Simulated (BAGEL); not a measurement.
**BCl3F− (SMILES F[B-](Cl)(Cl)Cl) at RI-MP2/def2-SVP (density fitting with qzvpp-jkfit)**

Aim: the energy change on altering one bond length of BCl3F− at RI-MP2/def2-SVP (density fitting with qzvpp-jkfit), from 2 runs. 

The calculation is run with BAGEL 1.2.2.

2 further runs of the same task are left out: 1 that didn't finish, 1 set aside as unsound or not needed.

## (1) Starting point

BCl3F−: 5 atoms, total charge -1, spin state singlet. SMILES: `F[B-](Cl)(Cl)Cl`. The coordinates come from a GFN2-xTB relaxation.

Bond lengths: F1–B2 1.365 Å, B2–Cl3 1.861 Å, B2–Cl4 1.856 Å, B2–Cl5 1.860 Å. Angles: F1–B2–Cl3 109.3°, F1–B2–Cl4 109.5°, F1–B2–Cl5 109.5°, Cl3–B2–Cl4 109.5°, Cl3–B2–Cl5 109.4°, Cl4–B2–Cl5 109.7°.

## (2) A single-point energy at RI-MP2/def2-SVP (density fitting with qzvpp-jkfit)

input.json

```json
{ "bagel": [

{
  "title": "molecule",
  "basis": "svp",
  "df_basis": "qzvpp-jkfit",
  "angstrom": true,
  "geometry": [
    { "atom": "F", "xyz": [       0.869080,      -0.917170,       0.738550 ] },
    { "atom": "B", "xyz": [       0.058880,      -0.062460,       0.047650 ] },
    { "atom": "Cl", "xyz": [      -1.256120,       0.596740,       1.187520 ] },
    { "atom": "Cl", "xyz": [      -0.741290,      -0.969790,      -1.360090 ] },
    { "atom": "Cl", "xyz": [       1.069450,       1.352680,      -0.613630 ] }
  ]
},

{
  "title": "hf",
  "charge": -1
},

{
  "title": "mp2",
  "charge": -1,
  "ncore": 17
}

]}
```

The run is started by

```bash
$ BAGEL_NUM_THREADS=1 BAGEL input.json > input.out
```

The program printed:

```text
* using 1 threads per process

  ===============================================================
  ===============================================================

  *** Geometry ***

  { "atom" : "F", "xyz" : [      1.642323,     -1.733200,      1.395657 ] },
  { "atom" : "B", "xyz" : [      0.111267,     -0.118032,      0.090045 ] },
  { "atom" : "Cl", "xyz" : [     -2.373723,      1.127675,      2.244088 ] },
  { "atom" : "Cl", "xyz" : [     -1.400835,     -1.832637,     -2.570198 ] },
  { "atom" : "Cl", "xyz" : [      2.020968,      2.556195,     -1.159593 ] },

  Number of auxiliary basis functions:      536

  Since a DF basis is specified, we compute 2- and 3-index integrals:
    o Being stored without compression. Storage requirement is 0.029 GB

  Number of basis functions:       82
  Number of electrons      :       65

    * METHOD: MOLECULE                             0.30

  *** RHF ***

  === Nuclear Repulsion ===
   332.8466766716

      * DIIS with orbital gradients will be used.

  === RHF iteration (svp) ===
      0      -1502.21058945          0.01342251           0.12
      1      -1502.30227584          0.00838655           0.11
      2      -1502.33678261          0.00088692           0.11
      3      -1502.33761027          0.00018334           0.12
      4      -1502.33765395          0.00003901           0.11
      5      -1502.33765574          0.00001030           0.11
      6      -1502.33765581          0.00000404           0.11
      7      -1502.33765583          0.00000053           0.11
      8      -1502.33765583          0.00000016           0.11
      9      -1502.33765583          0.00000004           0.11
     10      -1502.33765583          0.00000001           0.11
     11      -1502.33765583          0.00000000           0.11
    * SCF iteration converged.

    * Permanent dipole moment:
           (    0.075234,    -0.073173,     0.073317) a.u.

    * METHOD: HF                                   1.54

  *** RHF ***

  === Nuclear Repulsion ===
   332.8466766716

      * DIIS with orbital gradients will be used.

  === RHF iteration (svp) ===
      0      -1502.33765583          0.00000000           0.11
    * SCF iteration converged.

    * Permanent dipole moment:
           (    0.075234,    -0.073173,     0.073317) a.u.

  === DF-MP2 calculation ===

    * freezing 17 orbitals
    * 3-index integral transformation done
    * assembly done

      MP2 correlation energy:   -0.6753029256      0.04

      MP2 total energy:       -1503.0129587541

    * METHOD: MP2                                  0.29

  ===============================================================
```

Run time: 2.6 s. Hardware: 1 thread of Intel Xeon Platinum 8488C (Sapphire Rapids), shared host; peak memory 0.14 GiB.

## (3) The distorted shape, same level

mp2.json

```json
{ "bagel": [

{
  "title": "molecule",
  "basis": "svp",
  "df_basis": "qzvpp-jkfit",
  "angstrom": true,
  "geometry": [
    { "atom": "F", "xyz": [    1.921094,   -1.444537,   -0.173358 ] },
    { "atom": "B", "xyz": [    1.110894,   -0.589827,   -0.864258 ] },
    { "atom": "Cl", "xyz": [   -1.256120,    0.596740,    1.187520 ] },
    { "atom": "Cl", "xyz": [    0.310724,   -1.497157,   -2.271998 ] },
    { "atom": "Cl", "xyz": [    2.121464,    0.825313,   -1.525538 ] }
  ]
},
{ "title": "hf", "charge": -1 },
{ "title": "mp2", "charge": -1, "ncore": 17 }

]}
```

The run is started by

```bash
$ BAGEL_NUM_THREADS=1 BAGEL mp2.json > mp2.out
```

The program printed:

```text
* using 1 threads per process

  ===============================================================
  ===============================================================

  *** Geometry ***

  { "atom" : "F", "xyz" : [      3.630342,     -2.729779,     -0.327599 ] },
  { "atom" : "B", "xyz" : [      2.099285,     -1.114611,     -1.633211 ] },
  { "atom" : "Cl", "xyz" : [     -2.373723,      1.127675,      2.244088 ] },
  { "atom" : "Cl", "xyz" : [      0.587183,     -2.829217,     -4.293454 ] },
  { "atom" : "Cl", "xyz" : [      4.008986,      1.559616,     -2.882849 ] },

  Number of auxiliary basis functions:      536

  Since a DF basis is specified, we compute 2- and 3-index integrals:
    o Being stored without compression. Storage requirement is 0.029 GB

  Number of basis functions:       82
  Number of electrons      :       65

    * METHOD: MOLECULE                             0.24

  *** RHF ***

  === Nuclear Repulsion ===
   281.4598330667

      * DIIS with orbital gradients will be used.

  === RHF iteration (svp) ===
      0      -1502.08060777          0.01471621           0.11
      1      -1502.19526981          0.00973904           0.10
      2      -1502.24226174          0.00100928           0.10
      3      -1502.24345860          0.00025996           0.10
      4      -1502.24357458          0.00006421           0.10
      5      -1502.24358109          0.00002483           0.10
      6      -1502.24358205          0.00001009           0.10
      7      -1502.24358225          0.00000202           0.10
      8      -1502.24358226          0.00000068           0.10
      9      -1502.24358226          0.00000031           0.10
     10      -1502.24358226          0.00000008           0.10
     11      -1502.24358226          0.00000002           0.10
     12      -1502.24358226          0.00000001           0.10
    * SCF iteration converged.

    * Permanent dipole moment:
           (   -2.142222,     0.949135,     2.267522) a.u.

    * METHOD: HF                                   1.52

  *** RHF ***

  === Nuclear Repulsion ===
   281.4598330667

      * DIIS with orbital gradients will be used.

  === RHF iteration (svp) ===
      0      -1502.24358226          0.00000000           0.12
    * SCF iteration converged.

    * Permanent dipole moment:
           (   -2.142222,     0.949135,     2.267522) a.u.

  === DF-MP2 calculation ===

    * freezing 17 orbitals
    * 3-index integral transformation done
    * assembly done

      MP2 correlation energy:   -0.6660609553      0.05

      MP2 total energy:       -1502.9096432154

    * METHOD: MP2                                  0.28

  ===============================================================
```

Wall time 2.5 s (1 thread of Intel Xeon Platinum 8488C (Sapphire Rapids), shared host); peak memory 0.14 GiB.

## (4) Summary of results

At RI-MP2/def2-SVP (density fitting with qzvpp-jkfit), 17 core orbitals frozen:

| quantity | value |
| --- | --- |
| first shape: total energy | -1503.01296 Eh |
| first shape: correlation energy (17 core orbitals frozen) | -675.3 mEh |
| distorted shape: total energy | -1502.90964 Eh |
| distorted shape: correlation energy (17 core orbitals frozen) | -666.1 mEh |
| energy change with the B2–Cl3 bond stretched from 1.861 to 3.350 Å | 2.811 eV |

**Reading.** With the B2–Cl3 bond stretched from 1.861 to 3.350 Å the energy rises by 2.81 eV (65 kcal/mol). The first shape isn't relaxed at this level, so the change isn't measured from a minimum.
